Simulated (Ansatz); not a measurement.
# VCrC2 (R-3m) in Ansatz: equation of state

Aim: energy against volume of VCrC2 in PBEsol, for its equilibrium volume and stiffness.

Everything below comes from runs of Ansatz 0.2.0. Logs are shortened: lines on timing, memory, paths and dates and some standing lists are left out, and cuts for length are marked.

## 1. The structure

The structure is trigonal, space group R-3m (No. 166). The conventional cell has a = 2.921 Å, b = 2.921 Å, c = 14.218 Å, α = 90.00°, β = 90.00°, γ = 120.00°. Around Cr (site symmetry -3m) lie 6 C at 2.05 Å. Around V (site symmetry -3m) lie 6 C at 2.07 Å. Around C (site symmetry 3m) lie 3 Cr at 2.05 Å and 3 V at 2.07 Å.

The cell comes from a database or a generator and needn't be the stable form of this composition.

## 2. Single point, PBEsol, collinear spin, ferromagnetic start, 8.23 Å³/atom (volume scaled by 0.94)

Contents of input.yaml:

```yaml
crystal:
  lattice:
    - [1.4308148588, 0.8260813439, 4.6426360266]
    - [-1.4308148588, 0.8260813439, 4.6426360266]
    - [0.0, -1.6521626877, 4.6426360266]
  atoms:
    - { symbol: Cr, position: [0.5, 0.5, 0.5], spin: 3.0 }
    - { symbol: V, position: [0.0, 0.0, 0.0], spin: 2.0 }
    - { symbol: C, position: [0.248759, 0.248759, 0.248759] }
    - { symbol: C, position: [0.751241, 0.751241, 0.751241] }
hamiltonian:
  xc: pbesol
  pseudopotentials: { kind: paw }
magnetization:
  spin_polarized: true
kpoints:
  mp_grid: { grid: [11, 11, 11] }
scf:
  occupations: { method: fermi_dirac, width: 0.05 }
output:
  forces: true
  stress: true
  eigenvalues: true
```

Potentials or basis: Ansatz PAW.

The run is started by

```sh
$ ansatz run input.yaml --threads 2 --pin off --max-ram 5632MiB --backend cpu --events-out ev --progress --plain --runs-dir out
```

Standard output:

```text
Warning: RAYON_NUM_THREADS=2 ignored (pool sized by the plan → 2); use --threads N
basis.fft_grid_basis auto: the FFT boxes are laid along the combinations [[1, 0, -1], [0, 1, -1], [0, 0, 1]] of the cell's own vectors, 2.862, 2.862 and 4.928 Å long. The dense box has 20×20×36 points. Along the cell's own vectors, as sized, it would have 36×36×36, 3.24 times as many. Of the 12 symmetry operations that the crystal satisfies within crystal.symmetry.tolerance (time reversal apart; of a slab, those that keep its plane) the dense box along the cell's own vectors carries 12, and the one as laid loses 8 of those. basis.fft_grid_basis: typed keeps the cell's own vectors: state it where this run's energies or levels are differenced outside the engine with another run's, or held beside a run that keeps those vectors.
Engine: ansatz 0.2.0, x86_64-unknown-linux-gnu
Pseudopotentials: kind: paw
Pseudopotential: Cr, paw, valence charge 14, recommended cutoff 420 eV (normal), Cr.paw.azcp
Pseudopotential: V, paw, valence charge 13, recommended cutoff 420 eV (normal), V.paw.azcp
Pseudopotential: C, paw, valence charge 4, recommended cutoff 420 eV (normal), C.paw.azcp
Functional definition: PBEsol
  exchange = pbesol_x
  correlation = pbesol_c
Crystal: 4 atoms, lattice volume = 32.925 Å³
Basis set: ecut = 420 eV, 663 PW (Γ), FFT grids on a1−a3, a2−a3, a3, exchange–correlation on 40×40×72 points (8 copies of the dense FFT grid, shifted against one another)
Bands: 24, of which v1, the nominal top of the filled ones, is band 18 counted from 1 (17 counted from 0)
Symmetry: 12 space group operations
Space group: R-3m (ITA 166), of the structure as read, at distance tolerance 3.2e-5 Å
Magnetic group: BNS 166.97 (UNI 1327), of the structure as read, at distance tolerance 3.2e-5 Å
k-points: 146 of 1331
Non-local potential: Cr, projectors of the file, l = 0: 3, l = 1: 2, l = 2: 3, l = 3: 1
Non-local potential: V, projectors of the file, l = 0: 3, l = 1: 2, l = 2: 3, l = 3: 1
Non-local potential: C, projectors of the file, l = 0: 2, l = 1: 2, l = 2: 1
PAW form: soft (Blöchl's): semilocal exchange-correlation on the pseudo side does not see the compensation charge
PAW frozen core: Cr, regenerated for the run's functional, and the local potential with it (the file was generated under x = pbe(κ = 0.804, μ = 0.2195149727645171), c = pbe(β = 0.06672455060314922))
PAW frozen core: V, regenerated for the run's functional, and the local potential with it (the file was generated under x = pbe(κ = 0.804, μ = 0.2195149727645171), c = pbe(β = 0.06672455060314922))
PAW frozen core: C, regenerated for the run's functional, and the local potential with it (the file was generated under x = pbe(κ = 0.804, μ = 0.2195149727645171), c = pbe(β = 0.06672455060314922))
PAW one-centre angular grid: Cr, 590 points (default); XC on 64 Gauss nodes
PAW one-centre angular grid: V, 590 points (default); XC on 64 Gauss nodes
PAW one-centre angular grid: C, 110 points (default); XC on 64 Gauss nodes
Initial density: superposition of atomic densities (chi_scale 0.1, normalization cell, long waves kept (reshape's long-wave potential 0.00 eV rms))
Starting moments: Σ|m| = 5 μB on 2 of 4 sites
Initial wavefunctions: pseudopotential atomic-orbital guess
Functional: x = pbesol(κ = 0.804, μ = 0.12345679012345678), c = pbesol(β = 0.046)
SCF iter   1: F=—  HF=-6736.509354 eV  |F-HF|=—  |Δ(HF+E_count)|=         —  Δρ=2.70e-1 (↑2.70e-1 ↓9.90e-2)  dr2=2.78e1  dr2_m=6.80e0  M=0.418 μB ∫|m|=0.663 μB  β_m=0.30  ethr=3.10e-3  ⟨swp⟩=5.2  Hψ=25559  notcnv=0
Mixer restart at iter 1: flushing history
preconditioner: auto → Kerker (q_TF=auto, 2.756 Å⁻¹)  [metal: Δε(μ)=0.008 eV  Ē_g=9.254 eV  σ=0.050 eV  W_gap=0.04  n_scr=16 (ndim 8)  ℏωp=28.2 eV  f_vac=0.000  D(μ)=1.94/eV (n_scr^D=22)]
spin=Collinear: Kerker preconditioning applied to the charge; magnetization (m = ρ↑ − ρ↓) channel mixes plain (no charge-response kernel on spin).
SCF iter   2: F=—  HF=-6729.852556 eV  |F-HF|=—  |Δ(HF+E_count)|=    6.66e0  Δρ=1.45e-1 (↑1.45e-1 ↓7.36e-2)  dr2=5.42e0  dr2_m=3.04e0  M=0.505 μB ∫|m|=0.767 μB  β_m=0.45  ethr=3.10e-3  ⟨swp⟩=3.0  Hψ=17580  notcnv=0  defer=132
[... 11 lines left out ...]
SCF iter  14: F=—  HF=-6728.711171 eV  |F-HF|=—  |Δ(HF+E_count)|=   2.09e-9  Δρ=1.65e-6 (↑1.55e-6 ↓1.65e-6)  dr2=8.06e-10  dr2_m=5.59e-10  M=0.000 μB ∫|m|=0.000 μB  β_m=1.00  ethr=2.53e-10  ⟨swp⟩=2.0  Hψ=9377  notcnv=0  defer=17
SCF iter  15: F=—  HF=-6728.711171 eV  |F-HF|=—  |Δ(HF+E_count)|=  2.06e-10  Δρ=1.23e-6 (↑8.70e-7 ↓1.23e-6)  dr2=2.17e-9  dr2_m=1.06e-11  M=0.000 μB ∫|m|=0.000 μB  β_m=1.00  ethr=2.30e-12  ⟨swp⟩=2.0  Hψ=12025  notcnv=0  defer=17
SCF iter  16: F=-6728.711171 eV  HF=-6728.711171 eV  |F-HF|=4.91e-11  |Δ(HF+E_count)|=  3.55e-11  Δρ=2.41e-7 (↑2.41e-7 ↓1.88e-7)  dr2=4.77e-11  dr2_m=9.83e-13  M=0.000 μB ∫|m|=0.000 μB  ethr=2.30e-12  ⟨swp⟩=1.3  Hψ=19052  notcnv=0
SCF 1 converged in 16 iterations: F = -6728.711171 eV  dr2 = 4.77e-11
WARN: the starting moments were not kept: the SCF closed with an absolute magnetisation of 5.6e-6 μB, where they sum to 5 μB in size (2 sites). That is at most 0.1 of that sum. Measured as dr2_m measures the in/out step, that magnetisation stands 2.2e-11 eV from none, at or under the dr2_threshold of 1.0e-7 eV: it is no larger than a step whose dr2_m would equal this threshold. The system may hold no moment; this SCF shows only that its start led to no more than that. To try another start: raise the starting moments (crystal.atoms[].spin, magnetization.per_species, magnetization.initial_magnetization, or on a non-collinear deck that types none of these the spinor_matrix: blocks that start its atoms; where the total moment is fixed, keep their sum and leave initial_magnetization as it is; typed ones take the place of any that the run laid by itself, positive ones on a crystal's lanthanoids without a Hubbard term where scf.initial_density.shell_occupations: [] is typed) or, if the notice of its spin-set hold's release reads "site moments contracting" or "site moments show no strong build", lengthen the hold (scf.mixing.spin_hold: { on: { confirm: 4 } }; for m-r²SCAN on two components see the key's manual first). Each may lead to a state that holds a moment. A second SCF, from the converged charge density, with the starting moments and any scf.initial_density.shell_occupations laid on it anew, would have followed, and was not run: the deck does not ask for one (magnetization.retry_lost_moments is false, the default). To let it run, set magnetization.retry_lost_moments: true and run the deck again, where that key's refused combinations let it; where memory then withholds it, that run's warning says so.
SCF converged after 16 iterations
Magnetization: 0.0000 μB (17.5000 up, 17.5000 down)
Absolute magnetization: 0.0000 μB (∫|ρ↑−ρ↓|, with the PAW one-centre terms)
Spin contamination: 0.0000 ħ² per cell (⟨S²⟩ above its minimum at these occupations)
Per-site moments (μB) at R_I (Å): [(3.7692309249765835e-6, 0.8288013738606911), (-5.294561537176832e-7, 0.8369982327966724), (-2.1683577175465346e-7, 0.8288013738606914), (-2.168357717522791e-7, 0.8288013738606911)]
Free energy (F): -6728.711171 eV
Harris-Foulkes:  -6728.711171 eV  (|F-HF|=4.91e-11)
Internal energy: -6728.685835 eV  (E = F + TS)
E sigma→0 (E₀):  -6728.698503 eV
Entropy (-TS):   -0.025337 eV (-6.334 meV/atom)
Fermi energy:    18.933220 eV
--- Per-component energies (eV) ---
  E_band       = -212.364699
  E_kinetic    = 865.966446
  E_local      = -2167.995152  (includes V_loc(G=0)·N_el)
  E_nonlocal   = 86.722998
  E_hartree    = 958.662694
  E_xc         = -368.618733
  E_vxc        = -467.964100  (∫ρ·V_xc dr)
  E_paw        = -2442.070347  (= ΣΔE_a)
  E_vpaw       = -446.421182  (= ΣTr[D̂ρ^β])
  E_aug_tail   = 0.000531  (compensation charges beyond the density's cutoff)
  E_ewald      = -3661.706151
  E_core_change = 0.351880  (= ΣΔE_core)
  E_smearing   = -0.025337  (= −TS)
  E_closure    = 0.000000  (closes the sum)
  Σ components = -6728.711171   (vs F -6728.711171, Δ=0.00e0)
--- Forces (eV/Å), atoms counted from 1 ---
  atom   1  Cr    -0.00000000     0.00000000    -0.00000000
  atom   2  V      0.00000000     0.00000000     0.00000000
  atom   3  C      0.00000000    -0.00000000    -0.01130127
  atom   4  C      0.00000000     0.00000000     0.01130127
  max |Σ_I F_I| component: 7.44e-31 eV/Å
--- Stress (GPa, compression-positive) ---
        8.853643       0.000000      -0.000000
        0.000000       8.853643      -0.000000
       -0.000000      -0.000000       8.686015
  P = ⅓ Tr σ = 8.7978 GPa (87.978 kbar)
--- Band table (eV; the first three rows and the last of 292) ---
  k-point 0 ↑: bands = ["-53.2617", "-45.7371", "-24.7637", "-24.6516", "-24.6516", "-19.8190", "-19.4989", "-19.4989", "3.9700", "8.4619", "10.6392", "13.8752", "13.8752", "17.2902", "17.2902", "17.3819", "18.3590", "18.3590", "19.7120", "19.7120", "19.8779", "19.8779", "19.9566", "21.2529"]
  k-point 1 ↑: bands = ["-53.2589", "-45.7321", "-24.7593", "-24.6735", "-24.6566", "-19.8135", "-19.5354", "-19.5070", "4.1682", "8.3599", "10.8751", "13.8844", "13.9674", "16.8859", "17.0966", "17.1348", "17.4539", "18.2483", "19.6041", "19.6056", "20.1508", "20.4443", "21.1649", "21.1978"]
  k-point 2 ↑: bands = ["-53.2515", "-45.7188", "-24.7475", "-24.7321", "-24.6702", "-19.7989", "-19.6325", "-19.5288", "4.7337", "8.1571", "11.4632", "13.8373", "14.2104", "15.4138", "16.2261", "16.5465", "17.5018", "18.4147", "19.5248", "19.5705", "20.5086", "21.0407", "21.3483", "22.8328"]
  k-point 145 ↓: bands = ["-53.2588", "-45.7324", "-24.7513", "-24.6737", "-24.6566", "-19.8284", "-19.5352", "-19.5072", "5.5180", "5.8466", "14.0508", "14.1471", "14.8585", "15.0955", "15.2802", "15.6665", "17.8903", "18.0842", "18.9833", "19.0593", "20.4367", "20.9079", "22.7355", "22.8305"]
```

Run time: 15 s. Hardware: 2 threads of AMD EPYC 7R43 (Zen 3), shared host; peak memory 0.54 GiB.

What came out:

| Item | Value |
| --- | --- |
| Free energy | -6728.7112 eV |
| Pressure | 8.8 GPa |
| Largest force | 0.011 eV/Å |
| Band gap on the k mesh | none (metal or under the smearing width) |
| Net moment | 0.00 μB per cell |
| Absolute moment | 0.00 μB per cell |

Caveat: the starting moments collapsed, and a magnetic state may lie lower; the pressure holds a Pulay correction of +0.4 GPa for the finite cutoff; the PAW data sets come from PBE, with cores solved anew for the run's functional, which leaves a small shift of forces and pressure; the starting moments weren't kept.

## 3. Single point, PBEsol, collinear spin, ferromagnetic start, 8.41 Å³/atom (volume scaled by 0.96)

Edit input.yaml of step 2 so:

```diff
@@ -2,5 +2,5 @@
   lattice:
-    - [1.4308148588, 0.8260813439, 4.6426360266]
-    - [-1.4308148588, 0.8260813439, 4.6426360266]
-    - [0.0, -1.6521626877, 4.6426360266]
+    - [1.4408913517, 0.8318990098, 4.6753317237]
+    - [-1.4408913517, 0.8318990098, 4.6753317237]
+    - [0.0, -1.6637980196, 4.6753317237]
   atoms:
@@ -23 +23,5 @@
   eigenvalues: true
+  write_density: true
+  write_potential: true
+  elf: true
+  volumetric_format: npy
```

Potentials or basis: Ansatz PAW.

The run is started by

```sh
$ ansatz run input.yaml --threads 2 --pin off --max-ram 5632MiB --backend cpu --events-out ev --progress --plain --runs-dir out
```

It took 27 s on 2 threads of AMD EPYC 7R43 (Zen 3), shared host; peak memory 0.54 GiB.

The run converged. Its results:

```
Free energy            : -6728.7327 eV
Pressure               : 1.2 GPa
Largest force          : 0.006 eV/Å
Band gap on the k mesh : none (metal or under the smearing width)
Net moment             : 0.00 μB per cell
Absolute moment        : 0.00 μB per cell
```

Caveat: the starting moments collapsed, and a magnetic state may lie lower; the pressure holds a Pulay correction of +0.4 GPa for the finite cutoff; the PAW data sets come from PBE, with cores solved anew for the run's functional, which leaves a small shift of forces and pressure; the starting moments weren't kept.

## 4. Single point, PBEsol, collinear spin, ferromagnetic start, 8.58 Å³/atom (volume scaled by 0.98)

Edit input.yaml of step 3 so:

```diff
@@ -2,5 +2,5 @@
   lattice:
-    - [1.4408913517, 0.8318990098, 4.6753317237]
-    - [-1.4408913517, 0.8318990098, 4.6753317237]
-    - [0.0, -1.6637980196, 4.6753317237]
+    - [1.4508288475, 0.8376364256, 4.7075764097]
+    - [-1.4508288475, 0.8376364256, 4.7075764097]
+    - [0.0, -1.6752728513, 4.7075764097]
   atoms:
@@ -23,5 +23 @@
   eigenvalues: true
-  write_density: true
-  write_potential: true
-  elf: true
-  volumetric_format: npy
```

The run is started by

```sh
$ ansatz run input.yaml --threads 2 --pin off --max-ram 5632MiB --backend cpu --events-out ev --progress --plain --runs-dir out
```

Run time: 13 s. Hardware: 2 threads of AMD EPYC 7R43 (Zen 3), shared host; peak memory 0.55 GiB.

It converged, with:

```yaml
Free_energy: -6728.7228 eV
Pressure: -5.6 GPa
Band_gap_on_the_k_mesh: none (metal or under the smearing width)
Net_moment: 0.00 μB per cell
Absolute_moment: 0.00 μB per cell
```

Caveat: the starting moments collapsed, and a magnetic state may lie lower; the pressure holds a Pulay correction of +0.4 GPa for the finite cutoff; the PAW data sets come from PBE, with cores solved anew for the run's functional, which leaves a small shift of forces and pressure; the starting moments weren't kept.

## 5. Single point, PBEsol, collinear spin, ferromagnetic start, 8.76 Å³/atom

Edit input.yaml of step 4 so:

```diff
@@ -2,5 +2,5 @@
   lattice:
-    - [1.4508288475, 0.8376364256, 4.7075764097]
-    - [-1.4508288475, 0.8376364256, 4.7075764097]
-    - [0.0, -1.6752728513, 4.7075764097]
+    - [1.4606320425, 0.8432963029, 4.7393853233]
+    - [-1.4606320425, 0.8432963029, 4.7393853233]
+    - [0.0, -1.6865926058, 4.7393853233]
   atoms:
@@ -23 +23,5 @@
   eigenvalues: true
+  write_density: true
+  write_potential: true
+  elf: true
+  volumetric_format: npy
```

The run is started by

```sh
$ ansatz run input.yaml --threads 2 --pin off --max-ram 5632MiB --backend cpu --events-out ev --progress --plain --runs-dir out
```

It took 21 s on 2 threads of AMD EPYC 7R43 (Zen 3), shared host; peak memory 0.57 GiB.

The run converged. Its results:

```
Free energy            : -6728.6846 eV
Pressure               : -11.7 GPa
Largest force          : 0.006 eV/Å
Band gap on the k mesh : none (metal or under the smearing width)
Net moment             : 0.00 μB per cell
Absolute moment        : 0.00 μB per cell
```

Caveat: the starting moments collapsed, and a magnetic state may lie lower; the pressure holds a Pulay correction of +0.4 GPa for the finite cutoff; the PAW data sets come from PBE, with cores solved anew for the run's functional, which leaves a small shift of forces and pressure; the starting moments weren't kept.

## 6. Single point, PBEsol, collinear spin, ferromagnetic start, 8.93 Å³/atom (volume scaled by 1.02)

The moment here breaks from that of the other volumes: this run ended in another magnetic state.

Edit input.yaml of step 5 so:

```diff
@@ -2,5 +2,5 @@
   lattice:
-    - [1.4606320425, 0.8432963029, 4.7393853233]
-    - [-1.4606320425, 0.8432963029, 4.7393853233]
-    - [0.0, -1.6865926058, 4.7393853233]
+    - [1.4703053843, 0.8488812094, 4.7707728958]
+    - [-1.4703053843, 0.8488812094, 4.7707728958]
+    - [0.0, -1.6977624188, 4.7707728958]
   atoms:
```

Potentials or basis: Ansatz PAW.

The run is started by

```sh
$ ansatz run input.yaml --threads 2 --pin off --max-ram 5632MiB --backend cpu --events-out ev --progress --plain --runs-dir out
```

Run time: 15 s. Hardware: 2 threads of AMD EPYC 7R43 (Zen 3), shared host; peak memory 0.56 GiB.

The run converged. Its results:

```
Free energy            : -6728.6208 eV
Pressure               : -15.0 GPa
Largest force          : 0.041 eV/Å
Band gap on the k mesh : none (metal or under the smearing width)
Net moment             : 1.00 μB per cell
Absolute moment        : 1.23 μB per cell
Site moments           : Cr +0.92; V +0.04; C -0.05 μB
```

Caveat: the pressure holds a Pulay correction of +0.4 GPa for the finite cutoff; the PAW data sets come from PBE, with cores solved anew for the run's functional, which leaves a small shift of forces and pressure.

## 7. Single point, PBEsol, collinear spin, ferromagnetic start, 9.11 Å³/atom (volume scaled by 1.04)

The moment here breaks from that of the other volumes: this run ended in another magnetic state.

Edit input.yaml of step 6 so:

```diff
@@ -2,5 +2,5 @@
   lattice:
-    - [1.4703053843, 0.8488812094, 4.7707728958]
-    - [-1.4703053843, 0.8488812094, 4.7707728958]
-    - [0.0, -1.6977624188, 4.7707728958]
+    - [1.4798530894, 0.8543935795, 4.8017528086]
+    - [-1.4798530894, 0.8543935795, 4.8017528086]
+    - [0.0, -1.708787159, 4.8017528086]
   atoms:
@@ -23,5 +23 @@
   eigenvalues: true
-  write_density: true
-  write_potential: true
-  elf: true
-  volumetric_format: npy
```

The run is started by

```sh
$ ansatz run input.yaml --threads 2 --pin off --max-ram 5632MiB --backend cpu --events-out ev --progress --plain --runs-dir out
```

Run time: 12 s. Hardware: 2 threads of AMD EPYC 7R43 (Zen 3), shared host; peak memory 0.56 GiB.

The run converged. Its results:

| Property | Result |
| --- | --- |
| Free energy | -6728.5469 eV |
| Pressure | -18.9 GPa |
| Largest force | 0.023 eV/Å |
| Band gap on the k mesh | none (metal or under the smearing width) |
| Net moment | 1.16 μB per cell |
| Absolute moment | 1.53 μB per cell |
| Site moments | Cr +1.13; V -0.01; C -0.06 μB |

Caveat: the pressure holds a Pulay correction of +0.3 GPa for the finite cutoff; the PAW data sets come from PBE, with cores solved anew for the run's functional, which leaves a small shift of forces and pressure.

## 8. Single point, PBEsol, collinear spin, ferromagnetic start, 9.28 Å³/atom (volume scaled by 1.06)

The moment here breaks from that of the other volumes: this run ended in another magnetic state.

Edit input.yaml of step 7 so:

```diff
@@ -2,5 +2,5 @@
   lattice:
-    - [1.4798530894, 0.8543935795, 4.8017528086]
-    - [-1.4798530894, 0.8543935795, 4.8017528086]
-    - [0.0, -1.708787159, 4.8017528086]
+    - [1.4892791594, 0.8598357235, 4.832338046]
+    - [-1.4892791594, 0.8598357235, 4.832338046]
+    - [0.0, -1.7196714471, 4.832338046]
   atoms:
@@ -23 +23,5 @@
   eigenvalues: true
+  write_density: true
+  write_potential: true
+  elf: true
+  volumetric_format: npy
```

The run is started by

```sh
$ ansatz run input.yaml --threads 2 --pin off --max-ram 5632MiB --backend cpu --events-out ev --progress --plain --runs-dir out
```

It took 13 s on 2 threads of AMD EPYC 7R43 (Zen 3), shared host; peak memory 0.57 GiB.

It converged, with:

- Free energy: -6728.4555 eV
- Pressure: -22.8 GPa
- Band gap on the k mesh: none (metal or under the smearing width)
- Net moment: 1.25 μB per cell
- Absolute moment: 1.70 μB per cell
- Site moments: Cr +1.26; V -0.03; C -0.06 μB

Caveat: the pressure holds a Pulay correction of +0.3 GPa for the finite cutoff; the PAW data sets come from PBE, with cores solved anew for the run's functional, which leaves a small shift of forces and pressure.

## 9. Equation of state, PBEsol, collinear spin, ferromagnetic start

Potentials or basis: Ansatz PAW.

No new run: the results of the series are fitted here.

Results:

```yaml
Equilibrium_volume: "8.43 Å³/atom (rough: see the caveat)"
Bulk_modulus_at_fixed_shape_and_positions: 364 GPa (rough)
```

Energy against volume, from the lowest point:
| volume (Å³/atom) | energy (meV/atom) |
| --- | --- |
| 8.231 | 5.38 |
| 8.406 | 0.00 |
| 8.581 | 2.47 |
| 8.757 | 12.02 |
| 8.932 | 27.97 |
| 9.107 | 46.45 |
| 9.282 | 69.29 |

Caveat: the fit is doubtful: noisy points or a state that changes with volume; the cell was scaled at fixed shape and fractional positions, which overstates the stiffness of a crystal with free parameters, most of all of layers and chains.
